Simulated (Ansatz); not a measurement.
# Rh16O (Rhodium): the cost of one run

Method: DFT PBE, scalar-relativistic, plane waves, PAW, in Ansatz 0.2.0.

The COD entry's cell or inner coordinates are ideal or old and differ from later refinements, so a difference from it is no clean test against experiment.

1 further run of the same task is left out (set aside as unsound or not needed).

## Step 1: The system as given

It takes space group P3m1 (No. 156, trigonal). Conventional cell: a = 2.708 Å, b = 2.708 Å, c = 23.634 Å, α = 90.00°, β = 90.00°, γ = 120.00°. Around Rh (site symmetry 3m) lie 9 Rh at 2.71 Å. Rh (site symmetry 3m) is surrounded by 12 Rh at 2.67 to 2.71 Å. Rh (site symmetry 3m) has 9 Rh at 2.68 to 2.71 Å as nearest neighbours.

Structure file:

```xyz
16
Lattice="5.4164 0.0000 0.0000 -2.7082 4.6907 0.0000 0.0000 0.0000 23.6337" Properties=species:S:1:pos:R:3 pbc="T T T"
Rh    1.3541    0.7818    8.5000
Rh    0.0000    3.1272    8.5000
Rh    4.0623    0.7818    8.5000
Rh    2.7082    3.1272    8.5000
Rh    2.7082    1.5636   10.7112
Rh    1.3541    3.9090   10.7112
Rh    0.0000    1.5636   10.7112
Rh   -1.3541    3.9090   10.7112
Rh   -1.3541    2.3454   12.8760
Rh    0.0000    0.0000   12.8760
Rh    1.3541    2.3454   12.8760
Rh    2.7082    0.0000   12.8760
Rh    0.0000    3.1272   15.0530
Rh    1.3541    0.7818   15.0530
Rh    2.7082    3.1272   15.0530
Rh    4.0623    0.7818   15.0530
```

Planes are indexed in the bulk's conventional cell (Fm-3m (No. 225)), a = 3.830 Å, b = 3.830 Å, c = 3.830 Å, α = 90.00°, β = 90.00°, γ = 90.00°.

It is a (111) slab, 6.6 Å thick as cut, with 17 Å of vacuum, in a 2×2 surface cell; its outer planes are Rh (top) and Rh (bottom). An earlier relaxation, lower half held, gave -102439.6971 eV, work function 5.13 eV.

## Step 2: Start: O, top (Rh)

File input.yaml:

```yaml
crystal:
  lattice:
    - [5.4164069181, 0.0, 0.0]
    - [-2.7082034591, 4.6907459883, 0.0]
    - [0.0, 0.0, 25.6337165943]
  atoms:
    - { symbol: Rh, position: [0.3333333333, 0.1666666667, 0.3315945219] }
    - { symbol: Rh, position: [0.3333333333, 0.6666666667, 0.3315945219] }
    - { symbol: Rh, position: [0.8333333333, 0.1666666667, 0.3315945219] }
    - { symbol: Rh, position: [0.8333333333, 0.6666666667, 0.3315945219] }
    - { symbol: Rh, position: [0.6666666667, 0.3333333333, 0.4178574272] }
    - { symbol: Rh, position: [0.6666666667, 0.8333333333, 0.4178574272] }
    - { symbol: Rh, position: [0.1666666667, 0.3333333333, 0.4178574272] }
    - { symbol: Rh, position: [0.1666666667, 0.8333333333, 0.4178574272] }
    - { symbol: Rh, position: [0.0, 0.5, 0.5023089697] }
    - { symbol: Rh, position: [0.0, 0.0, 0.5023089697] }
    - { symbol: Rh, position: [0.5, 0.5, 0.5023089697] }
    - { symbol: Rh, position: [0.5, 0.0, 0.5023089697] }
    - { symbol: Rh, position: [0.3333333333, 0.6666666667, 0.5872343434] }
    - { symbol: Rh, position: [0.3333333333, 0.1666666667, 0.5872343434] }
    - { symbol: Rh, position: [0.8333333333, 0.6666666667, 0.5872343434] }
    - { symbol: Rh, position: [0.8333333333, 0.1666666667, 0.5872343434] }
    - { symbol: O, position: [0.3333333333, 0.6666666667, 0.6683774735] }
basis:
  ecutwfc: 420
kpoints:
  mp_grid: { grid: [6, 6, 1] }
hamiltonian:
  xc: pbe
scf:
  occupations: { method: gaussian, width: 0.1 }
output:
  forces: true
  eigenvalues: true
  write_density: true
  write_potential: true
  elf: true
  volumetric_format: npy
relax:
  adjacent_minimum: "off"
  f_tol: 0.03
  max_steps: 70
  constraints: [{ sites: [0, 1, 2, 3, 4, 5, 6, 7] }]
efield:
  axis: 3
  dipole_correction: true
```

Started as:

```bash
$ ansatz run input.yaml --threads 4 --pin off --max-ram 10240MiB --backend cpu --events-out ev --progress --plain --runs-dir out
```

What time and memory should one allow on 4 threads of Intel Xeon Platinum 8375C at 2.90GHz (Ice Lake), shared host?

About 1.7 min, with a peak of 2.5 GiB.
